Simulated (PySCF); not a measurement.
# C2H11BN2: the cost of one run

Programs: PySCF 2.14.0, with density-fitted response routines of our own. Each step states its level of theory. These are calculated values for one molecule in the gas phase, unless marked as measured. Atoms are numbered from 0 throughout.

### Step 1. The starting structure

16 atoms, charge 0, multiplicity 1; geometry from: GFN2-xTB. The atoms were then displaced at random by about 0.01 Å, so the start is not that level's minimum.

Bonds of the start (Å): N0–C1 1.45, C1–C2 1.54, C2–B3 1.61, B3–N4 1.63, N0–H5 1.02, N0–H6 1.01, C1–H7 1.12, C1–H8 1.07, C2–H9 1.09, C2–H10 1.11, B3–H11 1.22, B3–H12 1.19, N4–H13 1.00, N4–H14 1.01, N4–H15 1.04.

### Step 2. Geometry optimisation at PBE0-D3(BJ)/def2-SVP

What the job is given:

```
{"job": {"xc": "PBE0", "basis": "def2-SVP", "d3": "d3bj", "grid": 1, "shake": 0.01, "kind": "geom"}, "charge": 0, "multiplicity": 1}
N      1.368130     0.809550    -0.450020
C      1.180680    -0.620770    -0.280270
C      0.092330    -0.940060     0.759260
B     -1.190690     0.027910     0.752180
N     -1.317170     0.652050    -0.752500
H      1.466440     1.264190     0.457770
H      2.184160     1.037140    -1.007190
H      2.153360    -1.091260    -0.003520
H      0.899820    -1.016600    -1.237660
H     -0.153090    -1.991200     0.640130
H      0.566620    -0.880730     1.764520
H     -2.225600    -0.581690     0.960990
H     -1.140380     0.975370     1.477620
H     -1.556370    -0.056330    -1.412160
H     -2.001130     1.393610    -0.784110
H     -0.346170     1.016470    -0.874320
```

Run with:

```bash
> OMP_NUM_THREADS=1 python probes_run.py task.json out
```

This one command runs all jobs of the session in turn.

Q: Estimate the wall time and peak memory of this first job on 1 thread of Arm Neoverse V1, shared host.

About 41 s, with a peak of 0.51 GiB.
